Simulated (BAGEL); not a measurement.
# UHF/3-21G (density fitting with qzvpp-jkfit) run of CH4NOSi (SMILES [N]=CO[SiH3])

Aim: the vertical doublet–quartet gap of CH4NOSi at UHF/3-21G (density fitting with qzvpp-jkfit), from 2 runs. 

Program for the calculation: BAGEL 1.2.2.

30 further runs of the same task are left out: 30 set aside as unsound or not needed.

## 1. Starting point

CH4NOSi has 8 atoms, charge 0, and is taken as a doublet. SMILES: `[N]=CO[SiH3]`. Geometry: relaxed at GFN2-xTB.

Bond lengths: N1–C2 1.224 Å, C2–O3 1.325 Å, O3–Si4 1.653 Å, C2–H5 1.111 Å, Si4–H6 1.456 Å, Si4–H7 1.459 Å, Si4–H8 1.459 Å. Angles: N1–C2–O3 132.6°, C2–O3–Si4 128.2°, N1–C2–H5 117.2°, O3–C2–H5 110.2°, O3–Si4–H6 96.8°, O3–Si4–H7 109.5°, O3–Si4–H8 109.5°, H6–Si4–H7 114.5°, H6–Si4–H8 114.4°, H7–Si4–H8 111.1°.

## 2. The energy at UHF/3-21G (density fitting with qzvpp-jkfit)

hf.json reads:

```json
{ "bagel": [

{
  "title": "molecule",
  "basis": "3-21g",
  "df_basis": "qzvpp-jkfit",
  "angstrom": true,
  "geometry": [
    { "atom": "N", "xyz": [    1.604470,   -0.291140,    1.358940 ] },
    { "atom": "C", "xyz": [    1.433900,    0.256450,    0.277920 ] },
    { "atom": "O", "xyz": [    0.372520,    0.385790,   -0.504430 ] },
    { "atom": "Si", "xyz": [   -1.157440,   -0.189330,   -0.256180 ] },
    { "atom": "H", "xyz": [    2.312580,    0.758700,   -0.180860 ] },
    { "atom": "H", "xyz": [   -1.738160,    0.331380,   -1.485460 ] },
    { "atom": "H", "xyz": [   -1.122820,   -1.645320,   -0.173600 ] },
    { "atom": "H", "xyz": [   -1.705060,    0.393470,    0.963670 ] }
  ]
},
{
  "title": "uhf",
  "nopen": 1
},
{
  "title": "print",
  "file": "orbitals.molden",
  "orbitals": true
}

]}
```

Command:

```
$ BAGEL_NUM_THREADS=1 BAGEL hf.json > hf.out
```

Standard output:

```text
* using 1 threads per process

  ===============================================================
  ===============================================================

  *** Geometry ***

  { "atom" : "N", "xyz" : [      3.032009,     -0.550175,      2.568024 ] },
  { "atom" : "C", "xyz" : [      2.709678,      0.484620,      0.525193 ] },
  { "atom" : "O", "xyz" : [      0.703961,      0.729037,     -0.953235 ] },
  { "atom" : "Si", "xyz" : [     -2.187245,     -0.357782,     -0.484110 ] },
  { "atom" : "H", "xyz" : [      4.370143,      1.433735,     -0.341776 ] },
  { "atom" : "H", "xyz" : [     -3.284646,      0.626217,     -2.807113 ] },
  { "atom" : "H", "xyz" : [     -2.121822,     -3.109204,     -0.328056 ] },
  { "atom" : "H", "xyz" : [     -3.222096,      0.743551,      1.821072 ] },

  Number of auxiliary basis functions:      429

  Since a DF basis is specified, we compute 2- and 3-index integrals:
    o Being stored without compression. Storage requirement is 0.008 GB

  Number of basis functions:       48
  Number of electrons      :       39

    * METHOD: MOLECULE                             0.11

  *** Open-shell HF ***

  === Nuclear Repulsion ===
   154.8164379260

      * DIIS with orbital gradients will be used.

  === UHF iteration (3-21g) ===
      0       -455.78438831          0.04763721           0.04
      1       -455.88899502          0.02698694           0.04
      2       -455.91405100          0.01534140           0.04
      3       -455.92445003          0.00188045           0.04
      4       -455.92597526          0.00097227           0.04
      5       -455.92649252          0.00054926           0.04
      6       -455.92721054          0.00030337           0.04
      7       -455.92776208          0.00015127           0.04
      8       -455.92811080          0.00006022           0.04
      9       -455.92824002          0.00004655           0.04
     10       -455.92831382          0.00003997           0.04
     11       -455.92841790          0.00003565           0.04
     12       -455.92849835          0.00002559           0.04
     13       -455.92852011          0.00001192           0.04
     14       -455.92851874          0.00000858           0.04
     15       -455.92852227          0.00000199           0.04
     16       -455.92852231          0.00000134           0.04
     17       -455.92852227          0.00000100           0.04
     18       -455.92852231          0.00000043           0.04
     19       -455.92852231          0.00000023           0.04
     20       -455.92852231          0.00000018           0.04
     21       -455.92852231          0.00000006           0.04
     22       -455.92852231          0.00000004           0.04
     23       -455.92852231          0.00000002           0.04
     24       -455.92852231          0.00000001           0.04
    * SCF iteration converged.

    * S^2 (UHF) is 0.8634

    * Permanent dipole moment:
           (    0.599690,    -0.097892,     0.490995) a.u.

    * METHOD: UHF                                  1.13

    * METHOD: PRINT                                0.00

  ===============================================================
```

Wall time 1.4 s (1 thread of Arm Neoverse V2, shared host).

## 3. The quartet

job.json reads:

```json
{ "bagel": [

{
  "title": "molecule",
  "basis": "3-21g",
  "df_basis": "qzvpp-jkfit",
  "angstrom": "true",
  "geometry": [
    { "atom": "N", "xyz": [    1.604470,   -0.291140,    1.358940 ] },
    { "atom": "C", "xyz": [    1.433900,    0.256450,    0.277920 ] },
    { "atom": "O", "xyz": [    0.372520,    0.385790,   -0.504430 ] },
    { "atom": "Si", "xyz": [   -1.157440,   -0.189330,   -0.256180 ] },
    { "atom": "H", "xyz": [    2.312580,    0.758700,   -0.180860 ] },
    { "atom": "H", "xyz": [   -1.738160,    0.331380,   -1.485460 ] },
    { "atom": "H", "xyz": [   -1.122820,   -1.645320,   -0.173600 ] },
    { "atom": "H", "xyz": [   -1.705060,    0.393470,    0.963670 ] }
  ]
},
{ "title": "uhf", "nopen": 3 },
{ "title": "print", "file": "orbitals.molden", "orbitals": "true" }

]}
```

Command:

```
$ BAGEL_NUM_THREADS=1 BAGEL job.json > job.out
```

Standard output:

```text
* using 1 threads per process

  ===============================================================
  ===============================================================

  *** Geometry ***

  { "atom" : "N", "xyz" : [      3.032009,     -0.550175,      2.568024 ] },
  { "atom" : "C", "xyz" : [      2.709678,      0.484620,      0.525193 ] },
  { "atom" : "O", "xyz" : [      0.703961,      0.729037,     -0.953235 ] },
  { "atom" : "Si", "xyz" : [     -2.187245,     -0.357782,     -0.484110 ] },
  { "atom" : "H", "xyz" : [      4.370143,      1.433735,     -0.341776 ] },
  { "atom" : "H", "xyz" : [     -3.284646,      0.626217,     -2.807113 ] },
  { "atom" : "H", "xyz" : [     -2.121822,     -3.109204,     -0.328056 ] },
  { "atom" : "H", "xyz" : [     -3.222096,      0.743551,      1.821072 ] },

  Number of auxiliary basis functions:      429

  Since a DF basis is specified, we compute 2- and 3-index integrals:
    o Being stored without compression. Storage requirement is 0.008 GB

  Number of basis functions:       48
  Number of electrons      :       39

    * METHOD: MOLECULE                             0.11

  *** Open-shell HF ***

  === Nuclear Repulsion ===
   154.8164379260

      * DIIS with orbital gradients will be used.

  === UHF iteration (3-21g) ===
      0       -455.42559692          0.04839022           0.04
      1       -455.66733516          0.02654320           0.04
      2       -455.74053046          0.01140713           0.04
      3       -455.75182708          0.00343994           0.04
      4       -455.75570853          0.00230153           0.04
      5       -455.75683416          0.00114892           0.04
      6       -455.75758082          0.00044579           0.04
      7       -455.75770621          0.00018824           0.04
      8       -455.75772701          0.00011077           0.04
      9       -455.75773666          0.00004643           0.04
     10       -455.75773833          0.00001832           0.04
     11       -455.75773864          0.00000737           0.04
     12       -455.75773870          0.00000305           0.04
     13       -455.75773872          0.00000126           0.04
     14       -455.75773872          0.00000050           0.04
     15       -455.75773872          0.00000028           0.04
     16       -455.75773872          0.00000016           0.04
     17       -455.75773872          0.00000010           0.04
     18       -455.75773872          0.00000005           0.04
     19       -455.75773872          0.00000004           0.04
     20       -455.75773872          0.00000002           0.04
     21       -455.75773872          0.00000001           0.04
     22       -455.75773872          0.00000001           0.04
    * SCF iteration converged.

    * S^2 (UHF) is 3.7642

    * Permanent dipole moment:
           (    0.586616,     0.048372,     0.218847) a.u.

    * METHOD: UHF                                  1.05

    * METHOD: PRINT                                0.00

  ===============================================================
```

It took 1.3 s on 1 thread of Arm Neoverse V2, shared host.

## 4. Outcome

At UHF/3-21G (density fitting with qzvpp-jkfit):

```
                                        quantity          value
                           doublet: total energy  -455.92852 Eh
                          doublet: dipole moment         1.99 D
                                   doublet: ⟨S²⟩          0.863
                           quartet: total energy  -455.75774 Eh
                          quartet: dipole moment         1.60 D
                                   quartet: ⟨S²⟩          3.764
vertical energy of the quartet above the doublet       4.647 eV
```

What this shows: At this shape the quartet lies 4.65 eV (448 kJ/mol) above the doublet. ⟨S²⟩ (doublet) is 0.86 where a pure doublet has 0.75: the reference is spin-contaminated.
